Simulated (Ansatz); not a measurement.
# BPt3: one candidate structure

Where does BPt3 go from the start given, structure listed in a database for this formula (P6_3/mmc, No. 194)?

Method: DFT r2SCAN, scalar-relativistic, plane waves, PAW, in Ansatz 0.2.0.

**1. The structure to begin with**

It takes space group P6_3/mmc (No. 194, hexagonal). Conventional cell: a = 7.157 Å, b = 7.157 Å, c = 2.755 Å, α = 90.00°, β = 90.00°, γ = 120.00°. B (site symmetry -6m2) is surrounded by 6 Pt at 2.18 Å. Pt (site symmetry mm2) is surrounded by 2 B at 2.18 Å.

As a file:

```
B Pt
1.0
     7.15724    0.00000    0.00000
    -3.57862    6.19835    0.00000
     0.00000    0.00000    2.75525
B Pt
2 6
Direct
  0.66667 0.33333 0.25000
  0.33333 0.66667 0.75000
  0.39482 0.19741 0.75000
  0.80259 0.19741 0.75000
  0.80259 0.60518 0.75000
  0.60518 0.80259 0.25000
  0.19741 0.80259 0.25000
  0.19741 0.39482 0.25000
```

(A quick probe on a coarse mesh, which set the mesh and smearing, is not shown.)

**3. Coarse relaxation**

Contents of input.yaml:

```yaml
crystal:
  lattice:
    - [7.1572418298, 0.0, 0.0]
    - [-3.5786209149, 6.1983532456, 0.0]
    - [0.0, 0.0, 2.755246]
  atoms:
    - { symbol: B, position: [0.66666667, 0.33333333, 0.25] }
    - { symbol: B, position: [0.33333333, 0.66666667, 0.75] }
    - { symbol: Pt, position: [0.394819, 0.1974095, 0.75] }
    - { symbol: Pt, position: [0.8025905, 0.1974095, 0.75] }
    - { symbol: Pt, position: [0.8025905, 0.605181, 0.75] }
    - { symbol: Pt, position: [0.605181, 0.8025905, 0.25] }
    - { symbol: Pt, position: [0.1974095, 0.8025905, 0.25] }
    - { symbol: Pt, position: [0.1974095, 0.394819, 0.25] }
basis:
  ecutwfc: 500
kpoints:
  mp_grid: { grid: [3, 3, 6] }
hamiltonian:
  xc: r2scan
scf:
  occupations: { method: gaussian, width: 0.1 }
  lower_state_search: "off"
output:
  forces: true
  stress: true
  eigenvalues: true
relax:
  adjacent_minimum: "off"
  f_tol: 0.04
  max_steps: 70
  cell: { stress_tol: 0.4 }
```

Run with:

```console
$ ansatz run input.yaml --threads 1 --pin off --max-ram 2560MiB --backend cpu --events-out ev --progress --plain --runs-dir out
```

Further runs follow: full relaxation.

Before running it: what results should come out?

As calculated:

Formation energies count from the elements, computed with the same settings in runs not shown here.

| quantity | value |
| --- | --- |
| cell | a = 7.101 Å, b = 7.101 Å, c = 2.727 Å, α = 90.00°, β = 90.00°, γ = 120.00° |
| space group | P6_3/mmc (No. 194) |
| volume | 14.89 Å³/atom |
| gap on the mesh | none (metal) |
| formation energy from the elements | -0.044 eV/atom |

In words: The space group stayed P6_3/mmc, and from the first guess the volume went from 15.28 to 14.89 Å³/atom. With -0.04 eV/atom it lies under the elements, which doesn't yet make it stable against other compounds of them. Spin-orbit coupling is left out for Pt.
